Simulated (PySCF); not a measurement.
**[Pr(NH3)3]3+: other functionals and bases at one geometry**

One table from this session's results is given with a row withheld; the runs are named, their logs left out.

The runs use PySCF 2.14.0; several levels, as the steps say, no spin–orbit coupling.

4 further runs of the same task are left out: 2 for a known fault of the program, 2 that didn't finish.

## Where the work starts

13 atoms, charge 3, spin multiplicity 1.

Bond lengths: Pr1–N2 2.525 Å, Pr1–N6 2.525 Å, Pr1–N10 2.525 Å, N2–H3 1.047 Å, N2–H4 1.046 Å, N2–H5 1.046 Å, N6–H7 1.047 Å, N6–H8 1.046 Å, N6–H9 1.046 Å, N10–H11 1.047 Å, N10–H12 1.046 Å, N10–H13 1.046 Å. Angles: N2–Pr1–N6 112.2°, N2–Pr1–N10 112.2°, N6–Pr1–N10 112.2°, Pr1–N2–H3 114.7°, Pr1–N2–H4 116.4°, Pr1–N2–H5 115.8°, H3–N2–H4 102.6°, H3–N2–H5 102.6°, H4–N2–H5 102.8°, Pr1–N6–H7 114.7°, Pr1–N6–H8 116.4°, Pr1–N6–H9 115.8°, H7–N6–H8 102.6°, H7–N6–H9 102.6°, H8–N6–H9 102.8°, Pr1–N10–H11 114.7°, Pr1–N10–H12 116.4°, Pr1–N10–H13 115.8° and more.

As a file:

```xyz
13
charge 3, multiplicity 1
Pr    0.0000    0.0000    0.7302
N     2.4202   -0.0006    0.0104
H     3.1007   -0.2627    0.7622
H     2.6742   -0.6544   -0.7661
H     2.7945    0.9163   -0.3273
N    -1.2096    2.0962    0.0104
H    -1.3228    2.8166    0.7622
H    -0.7704    2.6431   -0.7661
H    -2.1907    1.9620   -0.3273
N    -1.2106   -2.0957    0.0104
H    -1.7779   -2.5539    0.7622
H    -1.9038   -1.9887   -0.7661
H    -0.6037   -2.8782   -0.3273
```

Formal oxidation states: Pr +3. Each metal's 2 4f electrons lie in its core potential, so multiplicities, spins and levels count the valence alone. An earlier session relaxed this geometry at BP86, Pr lcecp-1-SVP with ECP48, N def2-SVP, H def2-SVP (singlet, point group C3).

At BP86 on the finer grid: E = -201.478045 Eh, HOMO -22.56 eV, LUMO -16.96 eV, Mulliken charge on Pr1 +1.79 e, largest force component 0.007 eV/Å. 

Levels to run: BLYP; revPBE; B3LYP; CAM-B3LYP; BP86, TZVP. Hardware: 2 threads of Arm Neoverse V1, shared host.

The first run:

File run.py (the lines that set the calculation):

```python
mol = gto.M(atom='''
Pr     0.00000     0.00000     0.73016
N      2.42018    -0.00058     0.01043
H      3.10066    -0.26274     0.76221
H      2.67420    -0.65439    -0.76607
H      2.79446     0.91625    -0.32732
N     -1.20958     2.09623     0.01043
H     -1.32279     2.81662     0.76221
H     -0.77038     2.64312    -0.76607
H     -2.19072     1.96195    -0.32732
N     -1.21060    -2.09565     0.01043
H     -1.77787    -2.55388     0.76221
H     -1.90382    -1.98873    -0.76607
H     -0.60373    -2.87820    -0.32732''',
    basis={'Pr': 'lcecp-1-SVP', 'N': 'def2-SVP', 'H': 'def2-SVP'},
    ecp={'Pr': 'lcecp-1-SVP'},
    charge=3, spin=0)
mf = dft.RKS(mol, xc='BLYP')
mf.grids.atom_grid = (75, 302)  # f atoms: unpruned, at least (60, 302)
mf = mf.density_fit()  # fitting sets: Pr AutoAux, N def2-universal-JKFIT, H def2-universal-JKFIT
mf.conv_tol = 1e-08; mf.max_cycle = 55
mf.kernel(dm0)  # dm0: the density of the relaxed state
```

Started as:

```console
$ OMP_NUM_THREADS=2 python run.py
```

Steps of the session up to this table: BLYP; revPBE; B3LYP; CAM-B3LYP; BP86, TZVP.

One table of the session follows, with a row left open; its other results are not shown here.

| level | HOMO (eV) | gap (eV) | charge on Pr1 (e) | dipole (D) | largest force component (eV/Å) |
| --- | --- | --- | --- | --- | --- |
| BP86 (relaxed here) | -22.56 | 5.60 | 1.79 | 2.21 | 0.01 |
| BLYP | ? | ? | ? | ? | ? |
| revPBE | -22.44 | 5.48 | 1.79 | 2.18 | 0.12 |
| B3LYP | -23.68 | 7.20 | 1.86 | 2.03 | 0.41 |
| CAM-B3LYP | -25.37 | 10.19 | 1.90 | 1.93 | 0.37 |
| BP86, TZVP | -22.49 | 5.63 | 2.08 | 2.20 | 0.39 |

Estimate the missing values for BLYP.

**Answer.** HOMO (eV): -22.31; gap (eV): 5.30; charge on Pr1 (e): 1.76; dipole (D): 2.18; largest force component (eV/Å): 0.16. In the column «HOMO (eV)» it is the highest.

The dipole of a charged species depends on the origin, so these sizes hold for this origin alone.

In one basis the HOMO–LUMO gap runs from 5.30 eV (BLYP) to 10.19 eV (CAM-B3LYP). The largest leftover force, 0.41 eV/Å with B3LYP, stands at a geometry relaxed at another level. With 4f in the core, its levels are missing from HOMO and gap, and its count is fixed, so no charge can pass from the ligands into it. Total energies of different levels can't be compared.
